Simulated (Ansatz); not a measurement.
# HfCl+ (quintet): geometry optimisation

Aim: relax a generated start of HfCl+ (quintet) and see which bonds hold.

Method: UKS PBE0/def2-TZVP; program: Ansatz 0.2.0, Gaussian basis.

## 1. The system as given

2 atoms, charge 1, spin multiplicity 5.

Atoms are counted from 1 here; the program's logs count them from 0.

Bond lengths: Hf1–Cl2 2.470 Å.

The start is set by covalent radii. Sticks and bond lists go by distance. No spin-orbit coupling is included. Elements past krypton take def2 core potentials.

## 2. The run

The input, in.yaml:

```yaml
crystal:
  periodic: [false, false, false]
  atoms:
    - {symbol: Hf, position_ang: [0.000000, 0.000000, 0.000000]}
    - {symbol: Cl, position_ang: [0.000000, 0.000000, 2.470000]}
basis:
  gaussian: {orbitals: def2-TZVP}
total_charge: 1
magnetization: {spin_polarized: true, initial_magnetization: 4}
hamiltonian: {xc: pbe0}
relax: {f_tol: 0.004, max_steps: 80}
```

On the command line:

```
$ ansatz run in.yaml --threads 1 --pin off --events-out ev --progress --plain --max-ram 2176MiB
```

What does the calculation give? Wanted: energy gained; shift from the start; total energy; ⟨S²⟩.

The runs gave:

| quantity | value |
| --- | --- |
| steps | 4 |
| energy gained | 0.211 eV |
| shift from the start (rms) | 0.159 Å |
| total energy | -13812.7370 eV |
| ⟨S²⟩ | 6.005 |

What this shows: The bonds of the start are those of the end. Hf1–Cl2 went from 2.470 to 2.787 Å. No vibrations were run, so this is a stationary point, not a proven minimum, and this spin need not be the ground state's.
